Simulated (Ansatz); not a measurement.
# BrH₃OSi₂: vertical ionisation energy

An exercise on one series of results from a longer session: the logs are not shown, and one member is left open.

Computed with Ansatz 0.2.0, Gaussian basis. Level: unrestricted cation, the program's frozen cores in correlated methods.

Plan: UKS PBE-D4/def2-TZVPP; UKS r2SCAN-D4/def2-TZVPP; UKS PBE0-D4/def2-TZVPP; UKS B3LYP-D4/def2-TZVPP; UKS wB97X-V/def2-TZVPP; UKS wB97M-V/def2-TZVPP; UKS B2PLYP/def2-TZVPP; UHF-CCSD(T)/def2-TZVPP; UHF-MP2/def2-QZVPP; extrapolation to the limit; then −ε(HOMO) from the neutral's earlier runs with LDA (SPW92), PBE-D4, revPBE-D4, BLYP-D4, r2SCAN-D4, B97M-V, PBE0-D4, B3LYP-D4, r2SCANh-D4, r2SCAN0-D4, HSE06-D4, BHLYP-D4, CAM-B3LYP-D4, LC-ωPBE, ωB97X-V, ωB97M-V.

**The relaxed structure**

An earlier PBE0-D4 in a triple-zeta def2 set relaxation fixed the geometry.

SMILES `[SiH3]O[Si]Br`, 7 atoms, charge 0, spin multiplicity 1.

Atoms are counted from 1 here; the program's logs count them from 0.

Bond lengths: Si1–O2 1.663 Å, Si1–H5 1.482 Å, Si1–H6 1.482 Å, Si1–H7 1.481 Å, O2–Si3 1.626 Å, Si3–Br4 2.293 Å. Angles: O2–Si1–H5 109.6°, O2–Si1–H6 109.5°, O2–Si1–H7 106.8°, H5–Si1–H6 110.5°, H5–Si1–H7 110.2°, H6–Si1–H7 110.2°, Si1–O2–Si3 144.1°, O2–Si3–Br4 101.7°.

Set-up of the first run:

in.yaml

```yaml
crystal:
  periodic: [false, false, false]
  atoms:
    - {symbol: Si, position_ang: [0.237194, 0.902074, 0.028087]}
    - {symbol: O, position_ang: [0.769268, -0.619832, 0.436886]}
    - {symbol: Si, position_ang: [0.398635, -2.202734, 0.389650]}
    - {symbol: Br, position_ang: [-1.642262, -2.173228, -0.654499]}
    - {symbol: H, position_ang: [0.043543, 0.982905, -1.438567]}
    - {symbol: H, position_ang: [-1.032855, 1.188790, 0.735212]}
    - {symbol: H, position_ang: [1.287776, 1.853925, 0.457632]}
basis:
  gaussian: {orbitals: def2-TZVPP}
total_charge: 1
magnetization: {spin_polarized: true, initial_magnetization: 1}
hamiltonian: {xc: pbe, dispersion: d4}
```

Launch:

```bash
$ ansatz run in.yaml --threads 2 --pin off --events-out ev --progress --plain --max-ram 32768MiB --backend cpu
```

Steps of the session up to this table: Cation, UKS PBE-D4/def2-TZVPP; Cation, UKS r2SCAN-D4/def2-TZVPP; Cation, UKS PBE0-D4/def2-TZVPP; Cation, UKS B3LYP-D4/def2-TZVPP; Cation, UKS wB97X-V/def2-TZVPP; Cation, UKS wB97M-V/def2-TZVPP; Cation, UKS B2PLYP (frozen core)/def2-TZVPP; Cation, UHF-CCSD(T)/def2-TZVPP; Cation, UHF-MP2/def2-QZVPP.

One of the session's tables, all rows but one given; the rest of the session is left out.

It belongs to the step «Ionisation energies side by side». Orbital estimates, from the neutral's runs:

```
  functional  −ε(HOMO) (eV)
 LDA (SPW92)              ?
      PBE-D4           6.37
   revPBE-D4           6.32
     BLYP-D4           6.22
   r2SCAN-D4           6.58
      B97M-V           6.68
     PBE0-D4           7.43
    B3LYP-D4           7.23
  r2SCANh-D4           6.98
  r2SCAN0-D4           7.57
    HSE06-D4           7.04
    BHLYP-D4           8.37
CAM-B3LYP-D4           8.67
     LC-ωPBE           9.92
     ωB97X-V           9.61
     ωB97M-V           9.48
```

**Question.** Estimate the row for LDA (SPW92).

The run gave: −ε(HOMO) (eV): 6.50. In the column «−ε(HOMO) (eV)» it lies between PBE-D4 (6.37) and r2SCAN-D4 (6.58).
